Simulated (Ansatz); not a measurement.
# CuSi16: the cost of one run

Program: Ansatz 0.2.0. Level of theory: DFT PBE, plane waves, PAW, scalar-relativistic, no spin polarisation. These are calculated values, not measurements.

**1. Starting point**

The cell holds 17 atoms (CuSi16): a = 7.679 Å, b = 7.679 Å, c = 7.679 Å, α = 60.00°, β = 60.00°, γ = 60.00°.

The coordinates stand in the first input below.

**2. End point A**

The input, input.yaml:

```yaml
crystal:
  lattice:
    - [0.0, 5.43, 5.43]
    - [5.43, 0.0, 5.43]
    - [5.43, 5.43, 0.0]
  atoms:
    - { symbol: Si, position: [0.0, 0.0, 0.0] }
    - { symbol: Si, position: [0.125, 0.125, 0.125] }
    - { symbol: Si, position: [0.0, 0.0, 0.5] }
    - { symbol: Si, position: [0.125, 0.125, 0.625] }
    - { symbol: Si, position: [0.0, 0.5, 0.0] }
    - { symbol: Si, position: [0.125, 0.625, 0.125] }
    - { symbol: Si, position: [0.0, 0.5, 0.5] }
    - { symbol: Si, position: [0.125, 0.625, 0.625] }
    - { symbol: Si, position: [0.5, 0.0, 0.0] }
    - { symbol: Si, position: [0.625, 0.125, 0.125] }
    - { symbol: Si, position: [0.5, 0.0, 0.5] }
    - { symbol: Si, position: [0.625, 0.125, 0.625] }
    - { symbol: Si, position: [0.5, 0.5, 0.0] }
    - { symbol: Si, position: [0.625, 0.625, 0.125] }
    - { symbol: Si, position: [0.5, 0.5, 0.5] }
    - { symbol: Si, position: [0.625, 0.625, 0.625] }
    - { symbol: Cu, position: [0.3693105, 0.8680031, 0.3713708] }
total_charge: 1
basis:
  ecutwfc: 420.0
kpoints:
  mp_grid: { grid: [2, 2, 2] }
hamiltonian:
  xc: pbe
  pseudopotentials: { kind: paw, azcp: { folder: soft_1 } }
scf:
  occupations: { method: gaussian, width: 0.02 }
  lower_state_search: "off"
relax:
  f_tol: 0.03
  max_steps: 60
  adjacent_minimum: "off"
```

Run with:

```
$ ansatz run input.yaml --threads 1 --pin off --max-ram 3072MiB --backend cpu --events-out ev --progress --plain --runs-dir out
```

**Question.** How long does this run take on 1 thread of Intel Xeon 6975P-C (Granite Rapids), shared host, and how much memory does it need?

About 42 s, with a peak of 0.63 GiB.
